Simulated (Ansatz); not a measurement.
## Nudged elastic band run: Be

input.yaml

```yaml
crystal:
  lattice:
    - [-2.29, -3.966396, 0.0]
    - [3.435, -1.983198, 0.0]
    - [0.0, 0.0, 7.17686]
  atoms:
    - { symbol: Be, position: [0.64161309, 0.6114059, 0.02619095] }
    - { symbol: Be, position: [0.51686181, 0.33076384, 0.25306117] }
    - { symbol: Be, position: [0.80753687, 0.48132898, 0.51427811] }
    - { symbol: Be, position: [0.5358208, 0.37308271, 0.74084453] }
    - { symbol: Be, position: [0.59593534, 0.10285342, 0.00554929] }
    - { symbol: Be, position: [0.29279764, 0.81542574, 0.21779222] }
    - { symbol: Be, position: [0.50106111, -0.01251136, 0.50339178] }
    - { symbol: Be, position: [0.19701993, 0.70023762, 0.71536354] }
    - { symbol: Be, position: [0.25771714, 0.43057636, -0.0197487] }
    - { symbol: Be, position: [-0.01362881, 0.32230965, 0.20723233] }
    - { symbol: Be, position: [0.27700574, 0.47221882, 0.46839844] }
    - { symbol: Be, position: [-0.10334134, 0.40215089, 0.86064104] }
    - { symbol: Be, position: [0.03616663, -0.07717829, -0.0261081] }
    - { symbol: Be, position: [0.76223119, 0.83821977, 0.25720052] }
    - { symbol: Be, position: [0.03185517, -0.03488826, 0.46412653] }
    - { symbol: Be, position: [0.75741693, 0.88082614, 0.74724757] }
    - { symbol: Be, position: [0.15205027, 0.19169766, 0.69554155] }
basis:
  ecutwfc: 500.0
kpoints:
  mp_grid: { grid: [5, 5, 3] }
hamiltonian:
  xc: r2scan
scf:
  occupations: { method: gaussian, width: 0.15 }
  lower_state_search: "off"
  max_iter: 80
neb:
  images: 3
  f_tol: 0.4
  max_iterations: 25
  order_check: false
  final_atoms:
    - { symbol: Be, position: [0.69182501, 0.48290825, -0.013991] }
    - { symbol: Be, position: [0.51431575, 0.32393861, 0.29383424] }
    - { symbol: Be, position: [0.8580477, 0.61313285, 0.47469642] }
    - { symbol: Be, position: [0.6028846, 0.4033593, 0.63989846] }
    - { symbol: Be, position: [0.46779852, -0.03258485, 0.03672553] }
    - { symbol: Be, position: [0.20730135, 0.81730978, 0.28269064] }
    - { symbol: Be, position: [0.4633996, -0.07569491, 0.52667392] }
    - { symbol: Be, position: [0.30302422, 0.70170984, 0.78540504] }
    - { symbol: Be, position: [0.22272452, 0.47384543, 0.03233685] }
    - { symbol: Be, position: [-0.01638858, 0.33265136, 0.24766957] }
    - { symbol: Be, position: [0.24192097, 0.43181464, 0.52033958] }
    - { symbol: Be, position: [-0.03610685, 0.37445514, 0.7594207] }
    - { symbol: Be, position: [-0.00114431, -0.01036021, -0.00290449] }
    - { symbol: Be, position: [0.73820088, 0.8392019, 0.24302493] }
    - { symbol: Be, position: [-0.09749509, 0.10509512, 0.49430455] }
    - { symbol: Be, position: [0.74268713, 0.88212064, 0.75298534] }
    - { symbol: Be, position: [0.34798301, 0.19367568, 0.80516379] }
```

Launched with:

```bash
$ ansatz run input.yaml --threads 2 --pin off --max-ram 5120MiB --backend cpu --events-out ev --progress --plain --runs-dir out
```

Output, in part (warnings, iteration lines):

```
NEB end point (image 0): max|allowed force component| = 2.384e-2 eV/Å (the criterion of neb.relax_end_points is 8.000e-2)
NEB end point (image 4): max|allowed force component| = 9.225e-3 eV/Å (the criterion of neb.relax_end_points is 8.000e-2)
NEB iter   1: max|band force component| = 2.020e0 eV/Å  barrier→ = 1.3573 eV  barrier← = 1.3575 eV  Δτ_max = 0.1030 Å  (30 SCF iters)
NEB iter   2: max|band force component| = 9.641e-1 eV/Å  barrier→ = 0.8371 eV  barrier← = 0.8372 eV  Δτ_max = 0.1359 Å  (15 SCF iters)
NEB iter   3: max|band force component| = 1.340e-1 eV/Å  barrier→ = 0.6277 eV  barrier← = 0.6278 eV  CI = image 2  Δτ_max = 0.0000 Å  (16 SCF iters)
```

It converged. The threshold of 0.4 eV/Å is loose, so the images may lie well off the minimum-energy path. The order of the stationary point at the top wasn't checked. Limits of this set-up: coarse k mesh, a small cell, in which the defect meets its images.

Final band (atoms are numbered from 1 in the order of the input):

```tsv
image	path coordinate (Å)	energy (eV)	Be4–Be5 (Å)	Be4–Be9 (Å)	Be5–Be12 (Å)
0	0.00	0.00	2.20	2.15	2.09
1	0.70	0.34	2.26	2.47	2.28
2	1.39	0.63	2.55	2.83	2.56
3	2.09	0.33	3.02	3.12	3.04
4	2.78	0.00	3.39	3.32	3.42
```

Run time: 5.4 min on 2 threads of Intel(R) Xeon(R) Platinum 8259CL CPU @ 2.50GHz (Skylake/Cascade Lake), with other jobs on the host, peak memory 1.3 GiB.
